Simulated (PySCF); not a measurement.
# BeIn−: from the state search to spectroscopic constants

One table from this session's results is given with a row withheld; the runs are named, their logs left out.

Method: Be aug-cc-pVDZ, In aug-cc-pVDZ-PP with ECP28, scalar-relativistic core potentials; program: PySCF 2.14.0.

3 further runs of the same task are left out: 3 set aside as unsound or not needed.

Set-up of the first run:

A driver script around PySCF takes these settings:

```
atoms                         : Be, In
charge                        : -1
basis                         : Be aug-cc-pVDZ, In aug-cc-pVDZ-PP with ECP28
Hamiltonian                   : scalar-relativistic core potentials
basis functions               : 55
electrons treated             : 26
masses in u                   : 9.0122, 114.9039
levels                        : PBE0, PBE, r²SCAN, BP86, MN15, r²SCAN0, ωB97X, HF, MP2, SCS-MP2, CCSD, CCSD(T)
grid                          : 80 radial by 434 angular points
occupations                   : held fixed by the projection of orbital angular momentum
dissociation limit            : Be + In−, each in its ground configuration
starting distance in angstrom : 2.450
values of 2S to try           : 0, 2
```

Command:

```sh
$ OMP_NUM_THREADS=1 python dia.py task.json out
```

Among the steps run: Input; The PBE0 curve of the state that the search chose; PBE (GGA); r²SCAN (meta-GGA); BP86 (GGA); MN15 (hybrid meta-GGA); r²SCAN0; ωB97X; UHF (mean field); Adding correlation.

One of the session's tables, all rows but one given; the rest of the session is left out.

It belongs to the step «Constants by level of theory». 

```
      level  Re (Å)  ωe (cm⁻¹)  De (eV)
    UHF-MP2   2.432        407     1.06
UHF-SCS-MP2   2.452        382     0.87
   UHF-CCSD   2.501        333     0.80
UHF-CCSD(T)       ?          ?        ?
        PBE   2.448        365     1.39
       BP86   2.451        360     1.32
     r²SCAN   2.418        384     1.44
       PBE0   2.444        367     1.26
    r²SCAN0   2.413        385     1.33
       MN15   2.457        339     1.22
      ωB97X   2.442        360     1.05
```

**Question.** Estimate the row for UHF-CCSD(T).

The run gave: Re (Å): 2.480; ωe (cm⁻¹): 354; De (eV): 0.99. In the column «Re (Å)» it lies between MN15 (2.457) and UHF-CCSD (2.501).

De is counted to Be + In− in their ground configurations.
